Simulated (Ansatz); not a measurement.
# F2H4O2Si2: the cost of one run

Method: RKS BHLYP/def2-SVP, in Ansatz 0.2.0.

## 1. The starting structure

Bond lengths: Si1–F2 1.590 Å, Si1–O3 1.680 Å, O3–H4 1.010 Å, Si1–F5 1.589 Å, Si1–O6 1.679 Å, O6–Si7 1.680 Å, Si7–H8 1.460 Å, Si7–H9 1.460 Å, Si7–H10 1.460 Å. Angles: F2–Si1–O3 109.4°, F2–Si1–F5 109.5°, F2–Si1–O6 109.5°, O3–Si1–F5 109.5°, O3–Si1–O6 109.5°, F5–Si1–O6 109.5°, Si1–O3–H4 109.5°, Si1–O6–Si7 125.0°, O6–Si7–H8 109.5°, O6–Si7–H9 109.5°, O6–Si7–H10 109.5°, H8–Si7–H9 109.4°, H8–Si7–H10 109.4°, H9–Si7–H10 109.4°.

As a file:

```xyz
10

Si    0.0000    0.0000    0.0000
F     0.0000    0.0000    1.5900
O     1.5842    0.0000   -0.5594
H     1.9006   -0.9521   -0.6761
F    -0.7489    1.2974   -0.5295
O    -0.7913   -1.3709   -0.5594
Si   -1.6730   -2.4329    0.3983
H    -1.2634   -2.2870    1.7920
H    -3.0964   -2.1323    0.2761
H    -1.4264   -3.8036   -0.0398
```

## 2. Preparing the start

input.yaml reads:

```yaml
crystal:
  periodic: [false, false, false]
  atoms:
    - { symbol: Si, position_ang: [0.0, 0.0, 0.0] }
    - { symbol: F, position_ang: [0.0, 0.0, 1.59] }
    - { symbol: O, position_ang: [1.5842, 0.0, -0.5594] }
    - { symbol: H, position_ang: [1.9006, -0.9521, -0.6761] }
    - { symbol: F, position_ang: [-0.7489, 1.2974, -0.5295] }
    - { symbol: O, position_ang: [-0.7913, -1.3709, -0.5594] }
    - { symbol: Si, position_ang: [-1.673, -2.4329, 0.3983] }
    - { symbol: H, position_ang: [-1.2634, -2.287, 1.792] }
    - { symbol: H, position_ang: [-3.0964, -2.1323, 0.2761] }
    - { symbol: H, position_ang: [-1.4264, -3.8036, -0.0398] }
basis:
  gaussian: { orbitals: def2-SVP }
hamiltonian:
  xc: { name: BHLYP }
relax:
  f_tol: 0.02
  max_steps: 40
```

Run with:

```sh
> ansatz run input.yaml --threads 2 --pin off --max-ram 3072MiB --backend cpu --events-out ev --progress --plain --runs-dir out
```

Q: Estimate wall time and peak memory on 2 threads of Arm Neoverse V1, shared host.

About 87 s, with a peak of 0.25 GiB.
